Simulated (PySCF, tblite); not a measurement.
# C3H9NSSi: geometry, infrared bands and NMR shifts

What infrared bands and NMR shifts should C3H9NSSi (`S[SiH2]NC1CC1`) show?

Programs: tblite 0.8.0 and PySCF 2.14.0, with density-fitted response routines of our own. Each step states its level of theory. These are calculated values for one molecule in the gas phase, unless marked as measured. Atoms count from 0, in the outputs and in this text.

### Step 1. The molecule as given

15 atoms, charge 0, multiplicity 1; geometry from: force field or distance geometry start.

Bonds of the start (Å): S0–Si1 2.14, Si1–N2 1.69, N2–C3 1.47, C3–C4 1.52, C4–C5 1.51, C5–C3 1.51, S0–H6 1.34, Si1–H7 1.48, Si1–H8 1.49, N2–H9 1.02, C3–H10 1.08, C4–H11 1.08, C4–H12 1.09, C5–H13 1.08, C5–H14 1.07.

### Step 2. Geometry optimisation with GFN2-xTB

Job settings and geometry (Å):

```
{"job": {"kind": "relax", "xc": "GFN2-xTB", "basis": "xTB"}, "charge": 0, "multiplicity": 1}
S      3.359100    -0.561800    -1.220300
Si     1.970400     0.505200     0.001800
N      0.444200     0.047600    -0.550200
C     -0.835500     0.509900     0.007400
C     -1.488600    -0.299800     1.115200
C     -2.076900    -0.303000    -0.276800
H      2.914100    -1.776600    -0.888000
H      2.136700     1.963300    -0.178200
H      2.127300     0.087800     1.426200
H      0.427200     0.187700    -1.557700
H     -0.978000     1.581000     0.044900
H     -1.004500    -1.206500     1.453600
H     -2.023700     0.242800     1.893200
H     -2.995800     0.232700    -0.437400
H     -1.980500    -1.202200    -0.855800
```

Run with:

```sh
$ OMP_NUM_THREADS=1 python probes_run.py task.json out
```

This one command runs all jobs of the session in turn.

**Question.** This job is followed by: GFN2-xTB harmonic vibrations, gas phase; GIAO PBE0/pcSseg-1 NMR shielding, non-relativistic, gas phase. Predict these results of the whole session: strongest single infrared mode (GFN2-xTB); zero-point energy (GFN2-xTB); ¹³C shifts against TMS (PBE0/pcSseg-1, means over atoms taken as alike); ¹H shifts against TMS (PBE0/pcSseg-1, means over atoms taken as alike); ³³S shifts against CS2 (PBE0/pcSseg-1); ²⁹Si shifts against TMS (PBE0/pcSseg-1); ¹⁵N shifts against NH3 (PBE0/pcSseg-1).

**Answer**, as computed:

```
                                                               quantity                                   value
                              strongest single infrared mode (GFN2-xTB)                   2273 cm⁻¹, 314 km/mol
                                           zero-point energy (GFN2-xTB)                           70.4 kcal/mol
¹³C shifts against TMS (PBE0/pcSseg-1, means over atoms taken as alike)                          25.6, 10.9 ppm
 ¹H shifts against TMS (PBE0/pcSseg-1, means over atoms taken as alike)  5.17, 2.44, 1.02, 0.52, 0.44, 0.18 ppm
                                 ³³S shifts against CS2 (PBE0/pcSseg-1)                                -235 ppm
                                ²⁹Si shifts against TMS (PBE0/pcSseg-1)                               -33.8 ppm
                                 ¹⁵N shifts against NH3 (PBE0/pcSseg-1)                                52.3 ppm
```

**Reading.** Relaxing lowered the energy by 0.229 eV in 88 steps; the close pair that moved most is N2–C3, from 1.470 to 1.427 Å. All 39 modes are real, so the xTB geometry is a minimum. The strongest single mode, at 2273 cm⁻¹, moves mainly H7. Unscaled tight-binding wavenumbers are off by several per cent, some by more. Its intensities can rank the bands wrongly. At PBE0/pcSseg-1: The largest span, 252 ppm, is at S0, where the paramagnetic term is -318 ppm.
